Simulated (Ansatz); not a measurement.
# LiB2C2 (P-3m1) in Ansatz: reference runs

Reference runs on LiB2C2: the cell as given and a disturbed copy.

Everything below comes from runs of Ansatz 0.2.0. Logs are shortened: lines on timing, memory, paths and dates and some standing lists are left out, and cuts for length are marked.

## (1) Starting point

Symmetry: P-3m1, No. 164, trigonal system. Conventional cell: a = 2.715 Å, b = 2.715 Å, c = 7.118 Å, α = 90.00°, β = 90.00°, γ = 120.00°. Around C (site symmetry 3m) lie 3 B at 1.57 Å. B (site symmetry 3m) has 3 C at 1.57 Å as nearest neighbours. Around Li (site symmetry -3m) lie 6 C at 2.33 Å and 6 B at 2.37 Å.

The cell comes from a database or a generator and needn't be the stable form of this composition.

## (2) Single point, PBE

input.yaml

```yaml
crystal:
  lattice:
    - [2.7146442891, 0.0, 0.0]
    - [-1.3573221445, 2.3509509166, 0.0]
    - [0.0, 0.0, 7.118053]
  atoms:
    - { symbol: C, position: [0.6666666667, 0.3333333333, 0.741781] }
    - { symbol: C, position: [0.3333333333, 0.6666666667, 0.258219] }
    - { symbol: B, position: [0.6666666667, 0.3333333333, 0.250187] }
    - { symbol: B, position: [0.3333333333, 0.6666666667, 0.749813] }
    - { symbol: Li, position: [0.0, 0.0, 0.5] }
hamiltonian:
  xc: pbe
  pseudopotentials: { kind: paw }
kpoints:
  mp_grid: { grid: [11, 11, 4] }
scf:
  occupations: { method: fermi_dirac, width: 0.05 }
output:
  forces: true
  stress: true
  eigenvalues: true
```

Potentials or basis: Ansatz PAW.

Started as:

```console
ansatz run input.yaml --threads 2 --pin off --max-ram 5120MiB --backend cpu --events-out ev --progress --plain --runs-dir out
```

Standard output:

```text
Warning: RAYON_NUM_THREADS=2 ignored (pool sized by the plan → 2); use --threads N
Engine: ansatz 0.2.0, x86_64-unknown-linux-gnu
Pseudopotentials: kind: paw
Pseudopotential: C, paw, valence charge 4, recommended cutoff 420 eV (normal), C.paw.azcp
Pseudopotential: B, paw, valence charge 3, recommended cutoff 420 eV (normal), B.paw.azcp
Pseudopotential: Li, paw, valence charge 3, recommended cutoff 420 eV (normal), Li.paw.azcp
Functional definition: PBE
  parameter kappa = 0.804
  parameter beta = 0.06672455060314922
  exchange = pbe_x(kappa = kappa, mu = beta*pi^2/3)
  correlation = pbe_c(beta = beta)
Crystal: 5 atoms, lattice volume = 45.427 Å³
Basis set: ecut = 420 eV, 881 PW (Γ), exchange–correlation on 40×40×96 points (8 copies of the dense FFT grid, shifted against one another)
Bands: 14, of which v1, the nominal top of the filled ones, is band 9 counted from 1 (8 counted from 0)
Symmetry: 12 space group operations
Space group: P-3m1 (ITA 164), of the structure as read, at distance tolerance 3.6e-5 Å
k-points: 58 of 484
Non-local potential: C, projectors of the file, l = 0: 2, l = 1: 2, l = 2: 1
Non-local potential: B, projectors of the file, l = 0: 2, l = 1: 2, l = 2: 1
Non-local potential: Li, projectors of the file, l = 0: 3, l = 1: 2, l = 2: 1
PAW form: soft (Blöchl's): semilocal exchange-correlation on the pseudo side does not see the compensation charge
PAW one-centre angular grid: C, 110 points (default); XC on 64 Gauss nodes
PAW one-centre angular grid: B, 110 points (default); XC on 64 Gauss nodes
PAW one-centre angular grid: Li, 110 points (default); XC on 64 Gauss nodes
Initial density: superposition of atomic densities (neutral atoms: chi_scale 0, normalization atom), corrected by the library's trained network
Initial wavefunctions: pseudopotential atomic-orbital guess
Functional: x = pbe(κ = 0.804, μ = 0.2195149727645171), c = pbe(β = 0.06672455060314922)
SCF iter   1: F=—  HF=-1018.438068 eV  |F-HF|=—  |Δ(HF+E_count)|=         —  Δρ=1.07e-2  dr2=4.24e-2  ethr=1.77e-3  ⟨swp⟩=6.1  Hψ=4858  notcnv=0
preconditioner: auto → LDOS  [metal: Δε(μ)=0.055 eV  Ē_g=12.777 eV  σ=0.050 eV  W_gap=0.26  n_scr=4 (ndim 8)  ℏωp=21.3 eV  f_vac=0.020  D(μ)=1.27/eV (n_scr^D=4)  β→1.0]
SCF iter   2: F=—  HF=-1018.426128 eV  |F-HF|=—  |Δ(HF+E_count)|=   1.19e-2  Δρ=3.16e-3  dr2=4.41e-3  ethr=2.50e-4  ⟨swp⟩=2.9  Hψ=1926  notcnv=0  defer=58
SCF iter   3: F=—  HF=-1018.425650 eV  |F-HF|=—  |Δ(HF+E_count)|=   4.79e-4  Δρ=5.78e-4  dr2=1.61e-4  ethr=2.60e-5  ⟨swp⟩=2.5  Hψ=1173  notcnv=0
automatic band count: iteration 3 solves 13 bands in place of 14: the levels show a gap, and the empty bands left out lie too high to hold charge; the band table lists the bands solved (type scf.n_extra_bands for more)
SCF iter   4: F=—  HF=-1018.425656 eV  |F-HF|=—  |Δ(HF+E_count)|=   6.01e-6  Δρ=1.83e-4  dr2=2.65e-5  ethr=9.46e-7  ⟨swp⟩=2.4  Hψ=1089  notcnv=0
SCF iter   5: F=—  HF=-1018.425633 eV  |F-HF|=—  |Δ(HF+E_count)|=   2.20e-5  Δρ=3.14e-5  dr2=1.52e-7  ethr=1.56e-7  ⟨swp⟩=2.1  Hψ=966  notcnv=0
SCF iter   6: F=-1018.425634 eV  HF=-1018.425634 eV  |F-HF|=2.01e-9  |Δ(HF+E_count)|=   1.81e-7  Δρ=2.95e-6  dr2=1.27e-9  ethr=5.88e-10  ⟨swp⟩=5.5  Hψ=3441  notcnv=0
SCF 1 converged in 6 iterations: F = -1018.425634 eV  dr2 = 1.27e-9
SCF converged after 6 iterations
Free energy (F): -1018.425634 eV
Harris-Foulkes:  -1018.425634 eV  (|F-HF|=2.01e-9)
Internal energy: -1018.414340 eV  (E = F + TS)
E sigma→0 (E₀):  -1018.419987 eV
Entropy (-TS):   -0.011294 eV (-2.259 meV/atom)
Fermi energy:    4.751522 eV
--- Per-component energies (eV) ---
  E_band       = -89.749103
  E_kinetic    = 297.555649
  E_local      = -531.650605  (includes V_loc(G=0)·N_el)
  E_nonlocal   = 45.652588
  E_hartree    = 169.189234
  E_xc         = -170.849761
  E_vxc        = -208.685920  (∫ρ·V_xc dr)
  E_paw        = -376.441570  (= ΣΔE_a)
  E_vpaw       = -30.999404  (= ΣTr[D̂ρ^β])
  E_aug_tail   = 0.000013  (compensation charges beyond the density's cutoff)
  E_ewald      = -451.869887
  E_smearing   = -0.011294  (= −TS)
  E_closure    = 0.000000  (closes the sum)
  Σ components = -1018.425634   (vs F -1018.425634, Δ=0.00e0)
--- Forces (eV/Å), atoms counted from 1 ---
  atom   1  C      0.00000000    -0.00000000     0.00159527
  atom   2  C     -0.00000000     0.00000000    -0.00159527
  atom   3  B      0.00000000    -0.00000000     0.00781204
  atom   4  B     -0.00000000     0.00000000    -0.00781204
  atom   5  Li     0.00000000     0.00000000     0.00000000
  max |Σ_I F_I| component: 4.63e-17 eV/Å
--- Stress (GPa, compression-positive) ---
       -0.638628      -0.000000       0.000000
        0.000000      -0.638628      -0.000000
        0.000000      -0.000000       0.203475
  P = ⅓ Tr σ = -0.3579 GPa (-3.579 kbar)
--- Band table (eV; the first three rows and the last of 58) ---
  k-point 0: bands = ["-40.0717", "-9.0849", "-8.8143", "-0.4239", "1.4971", "5.3139", "5.3139", "5.3841", "5.3841", "9.8218", "14.5927", "14.5927", "15.0168"]
  k-point 1: bands = ["-40.0717", "-9.0487", "-8.8560", "-0.1938", "1.1507", "5.3214", "5.3214", "5.3762", "5.3762", "10.5144", "14.2693", "14.6121", "14.6121"]
  k-point 2: bands = ["-40.0717", "-8.9731", "-8.9371", "0.3311", "0.5171", "5.3318", "5.3318", "5.3649", "5.3649", "12.0944", "12.3759", "14.6340", "14.6340"]
  k-point 57: bands = ["-40.0156", "-4.7274", "-4.6457", "-1.7734", "-1.7043", "-0.5568", "-0.5349", "4.9189", "5.5511", "7.6024", "8.1334", "14.7005", "15.1337"]
```

Wall time 2.8 s (2 threads of Intel Xeon at 2.50GHz (Skylake/Cascade Lake), shared host); peak memory 0.35 GiB.

What came out:

| Quantity | Value |
| --- | --- |
| Free energy | -1018.4256 eV |
| Pressure | -0.4 GPa |
| Largest force | 0.008 eV/Å |
| Band gap on the k mesh | none (metal or under the smearing width) |

Forces on the atoms (eV/Å):
```
C    0.000  0.000  0.002
C    0.000  0.000 -0.002
B    0.000  0.000  0.008
B    0.000  0.000 -0.008
Li   0.000  0.000  0.000
```

Levels at points of the mesh, in eV from the Fermi level:
| k point | band 6 | band 7 | band 8 | band 9 | band 10 | band 11 | band 12 | band 13 |
| --- | --- | --- | --- | --- | --- | --- | --- | --- |
| (0.00, 0.00, 0.00) | 0.56 | 0.56 | 0.63 | 0.63 | 5.07 | 9.84 | 9.84 | 10.27 |
| (0.00, 0.00, -0.50) | 0.58 | 0.58 | 0.61 | 0.61 | 7.34 | 7.62 | 9.88 | 9.88 |

Caveat: the pressure holds a Pulay correction of +0.3 GPa for the finite cutoff.

## (3) Single point, PBE (atoms moved at random, drawn with an rms of 0.05 Å)

input.yaml

```yaml
crystal:
  lattice:
    - [2.7146442891, 0.0, 0.0]
    - [-1.3573221445, 2.3509509166, 0.0]
    - [0.0, 0.0, 7.118053]
  atoms:
    - { symbol: C, position: [0.658618, 0.318431, 0.749189] }
    - { symbol: C, position: [0.337248, 0.661879, 0.268393] }
    - { symbol: B, position: [0.682632, 0.346369, 0.254763] }
    - { symbol: B, position: [0.316458, 0.644271, 0.740217] }
    - { symbol: Li, position: [-0.021079, -0.007163, 0.501725] }
hamiltonian:
  xc: pbe
  pseudopotentials: { kind: paw }
kpoints:
  mp_grid: { grid: [11, 11, 4] }
scf:
  occupations: { method: fermi_dirac, width: 0.05 }
output:
  forces: true
  stress: true
  eigenvalues: true
  write_density: true
  write_potential: true
  elf: true
  volumetric_format: npy
```

Potentials or basis: Ansatz PAW.

Started as:

```console
ansatz run input.yaml --threads 2 --pin off --max-ram 5120MiB --backend cpu --events-out ev --progress --plain --runs-dir out
```

Standard output:

```text
Warning: RAYON_NUM_THREADS=2 ignored (pool sized by the plan → 2); use --threads N
Engine: ansatz 0.2.0, x86_64-unknown-linux-gnu
Pseudopotentials: kind: paw
Pseudopotential: C, paw, valence charge 4, recommended cutoff 420 eV (normal), C.paw.azcp
Pseudopotential: B, paw, valence charge 3, recommended cutoff 420 eV (normal), B.paw.azcp
Pseudopotential: Li, paw, valence charge 3, recommended cutoff 420 eV (normal), Li.paw.azcp
Functional definition: PBE
  parameter kappa = 0.804
  parameter beta = 0.06672455060314922
  exchange = pbe_x(kappa = kappa, mu = beta*pi^2/3)
  correlation = pbe_c(beta = beta)
Crystal: 5 atoms, lattice volume = 45.427 Å³
Basis set: ecut = 420 eV, 881 PW (Γ), exchange–correlation on 40×40×96 points (8 copies of the dense FFT grid, shifted against one another)
Bands: 14, of which v1, the nominal top of the filled ones, is band 9 counted from 1 (8 counted from 0)
Symmetry: 1 space group operations
Space group: P1 (ITA 1), of the structure as read, at distance tolerance 3.6e-5 Å
k-points: 243 of 484 (time reversal used)
Non-local potential: C, projectors of the file, l = 0: 2, l = 1: 2, l = 2: 1
Non-local potential: B, projectors of the file, l = 0: 2, l = 1: 2, l = 2: 1
Non-local potential: Li, projectors of the file, l = 0: 3, l = 1: 2, l = 2: 1
PAW form: soft (Blöchl's): semilocal exchange-correlation on the pseudo side does not see the compensation charge
PAW one-centre angular grid: C, 110 points (default); XC on 64 Gauss nodes
PAW one-centre angular grid: B, 110 points (default); XC on 64 Gauss nodes
PAW one-centre angular grid: Li, 110 points (default); XC on 64 Gauss nodes
Initial density: superposition of atomic densities (neutral atoms: chi_scale 0, normalization atom), corrected by the library's trained network
Initial wavefunctions: pseudopotential atomic-orbital guess
Functional: x = pbe(κ = 0.804, μ = 0.2195149727645171), c = pbe(β = 0.06672455060314922)
SCF iter   1: F=—  HF=-1018.330073 eV  |F-HF|=—  |Δ(HF+E_count)|=         —  Δρ=1.11e-2  dr2=4.18e-2  ethr=1.77e-3  ⟨swp⟩=6.1  Hψ=20448  notcnv=0
preconditioner: auto → LDOS  [metal: Δε(μ)=0.002 eV  Ē_g=12.805 eV  σ=0.050 eV  W_gap=0.01  n_scr=4 (ndim 8)  ℏωp=21.3 eV  f_vac=0.028  D(μ)=1.16/eV (n_scr^D=4)  β→1.0]
SCF iter   2: F=—  HF=-1018.317579 eV  |F-HF|=—  |Δ(HF+E_count)|=   1.25e-2  Δρ=3.35e-3  dr2=5.09e-3  ethr=2.46e-4  ⟨swp⟩=2.9  Hψ=8127  notcnv=0  defer=243
SCF iter   3: F=—  HF=-1018.316817 eV  |F-HF|=—  |Δ(HF+E_count)|=   7.62e-4  Δρ=6.37e-4  dr2=1.81e-4  ethr=3.00e-5  ⟨swp⟩=2.3  Hψ=5479  notcnv=0  defer=243
SCF iter   4: F=—  HF=-1018.316813 eV  |F-HF|=—  |Δ(HF+E_count)|=   3.72e-6  Δρ=1.87e-4  dr2=2.34e-5  ethr=1.07e-6  ⟨swp⟩=2.3  Hψ=4692  notcnv=0  defer=243
SCF iter   5: F=—  HF=-1018.316837 eV  |F-HF|=—  |Δ(HF+E_count)|=   2.40e-5  Δρ=3.75e-5  dr2=3.48e-7  ethr=1.38e-7  ⟨swp⟩=2.2  Hψ=4319  notcnv=0  defer=243
SCF iter   6: F=-1018.316837 eV  HF=-1018.316837 eV  |F-HF|=4.10e-9  |Δ(HF+E_count)|=   2.34e-7  Δρ=8.32e-6  dr2=2.33e-8  ethr=5.88e-10  ⟨swp⟩=13.4  Hψ=24964  notcnv=0
SCF 1 converged in 6 iterations: F = -1018.316837 eV  dr2 = 2.33e-8
SCF converged after 6 iterations
Free energy (F): -1018.316837 eV
Harris-Foulkes:  -1018.316837 eV  (|F-HF|=4.10e-9)
Internal energy: -1018.306403 eV  (E = F + TS)
E sigma→0 (E₀):  -1018.311620 eV
Entropy (-TS):   -0.010434 eV (-2.087 meV/atom)
Fermi energy:    4.712587 eV
--- Per-component energies (eV) ---
  E_band       = -90.406081
  E_kinetic    = 297.928297
  E_local      = -548.622390  (includes V_loc(G=0)·N_el)
  E_nonlocal   = 45.705100
  E_hartree    = 177.202072
  E_xc         = -170.963633
  E_vxc        = -208.834243  (∫ρ·V_xc dr)
  E_paw        = -376.443451  (= ΣΔE_a)
  E_vpaw       = -30.986390  (= ΣTr[D̂ρ^β])
  E_aug_tail   = 0.000018  (compensation charges beyond the density's cutoff)
  E_ewald      = -443.112417
  E_smearing   = -0.010434  (= −TS)
  E_closure    = 0.000000  (closes the sum)
  Σ components = -1018.316837   (vs F -1018.316837, Δ=0.00e0)
--- Forces (eV/Å), atoms counted from 1 ---
  atom   1  C     -0.10776150    -0.10796379    -1.31567905
  atom   2  C      0.05298539     0.34304917    -0.43281160
  atom   3  B     -0.15758572    -0.37741835     0.36023711
  atom   4  B      0.05158394     0.15296458     1.48184616
  atom   5  Li     0.16077659    -0.01065498    -0.09374095
  max |Σ_I F_I| component: 1.48e-4 eV/Å
--- Stress (GPa, compression-positive) ---
        2.373802       1.086452       0.287641
        1.086454      -2.178169       0.537179
        0.287641       0.537182       1.187164
  P = ⅓ Tr σ = 0.4609 GPa (4.609 kbar)
--- Band table (eV; the first three rows and the last of 243) ---
  k-point 0: bands = ["-40.0570", "-9.1319", "-8.8575", "-0.4519", "1.4720", "4.9364", "5.0995", "5.4925", "5.7452", "9.8348", "14.0768", "14.5636", "14.8512", "15.2231"]
  k-point 1: bands = ["-40.0570", "-9.0972", "-8.8976", "-0.2274", "1.1336", "4.9388", "5.0968", "5.4942", "5.7430", "10.5190", "14.0773", "14.1973", "14.5523", "14.8663"]
  k-point 2: bands = ["-40.0570", "-9.0339", "-8.9664", "0.2347", "0.5648", "4.9410", "5.0938", "5.4957", "5.7405", "12.0909", "12.3341", "14.1087", "14.5323", "14.8794"]
  k-point 242: bands = ["-40.0086", "-6.1327", "-5.8711", "-1.8526", "-1.6138", "2.1567", "2.3039", "3.0050", "4.7251", "8.3187", "9.8577", "12.8940", "14.1758", "15.1668"]
```

rho_z.tsv:

```text
# z_ang	rho[e/angstrom^3]
# format = ansatz-planar-average/11
# lattice	2.714644289	0.000000000	0.000000000
# lattice	-1.357322145	2.350950917	0.000000000
# lattice	0.000000000	0.000000000	7.118053000
# sites	5
# site	6	1.355700145	0.748615651	5.332767009
# site	6	0.017125334	1.556045042	1.910435599
# site	5	1.382968746	0.814296518	1.813416536
# site	5	-0.015412393	1.514649498	5.268903838
# site	3	-0.047499488	-0.016839861	3.571305141
0.000000	1.803345e-2
0.148293	1.945139e-2
0.296586	2.527953e-2
0.444878	3.681955e-2
0.593171	5.658457e-2
0.741464	8.870015e-2
[... 40 lines left out ...]
6.821467	2.827153e-2
6.969760	2.077942e-2
```

v_z.tsv:

```text
# z_ang	v_es[eV]	v_tot[eV]
# format = ansatz-planar-average/11
# xc	pbe
# density_cutoff_ev	1680
# datasets	C=:simpson_from_first_knot:soft	B=:simpson_from_first_knot:soft	Li=:simpson_from_first_knot:soft
# lattice	2.714644289	0.000000000	0.000000000
# lattice	-1.357322145	2.350950917	0.000000000
# lattice	0.000000000	0.000000000	7.118053000
# sites	5
# site	6	1.355700145	0.748615651	5.332767009
# site	6	0.017125334	1.556045042	1.910435599
# site	5	1.382968746	0.814296518	1.813416536
# site	5	-0.015412393	1.514649498	5.268903838
# site	3	-0.047499488	-0.016839861	3.571305141
0.000000	1.043332e1	6.214459e0
0.148293	1.038617e1	6.693046e0
0.296586	1.025916e1	6.127457e0
0.444878	1.003020e1	4.829005e0
0.593171	9.652176e0	3.723386e0
0.741464	9.042508e0	1.968629e0
[... 40 lines left out ...]
6.821467	1.029804e1	5.749810e0
6.969760	1.040886e1	6.838818e0
```

Run time: 20 s. Hardware: 2 threads of Intel Xeon at 2.50GHz (Skylake/Cascade Lake), shared host; peak memory 0.49 GiB.

Results:

```yaml
Free_energy: -1018.3168 eV
Pressure: 0.5 GPa
Largest_force: 1.491 eV/Å
Band_gap_on_the_k_mesh: none (metal or under the smearing width)
```

Forces on the atoms (eV/Å):
```
C   -0.108 -0.108 -1.316
C    0.053  0.343 -0.433
B   -0.158 -0.377  0.360
B    0.052  0.153  1.482
Li   0.161 -0.011 -0.094
```

Levels at points of the mesh, in eV from the Fermi level:
| k point | band 6 | band 7 | band 8 | band 9 | band 10 | band 11 | band 12 | band 13 |
| --- | --- | --- | --- | --- | --- | --- | --- | --- |
| (0.00, 0.00, 0.00) | 0.22 | 0.39 | 0.78 | 1.03 | 5.12 | 9.36 | 9.85 | 10.14 |
| (0.00, 0.00, -0.50) | 0.23 | 0.38 | 0.78 | 1.03 | 7.38 | 7.62 | 9.40 | 9.82 |

Caveat: the pressure holds a Pulay correction of +0.3 GPa for the finite cutoff.
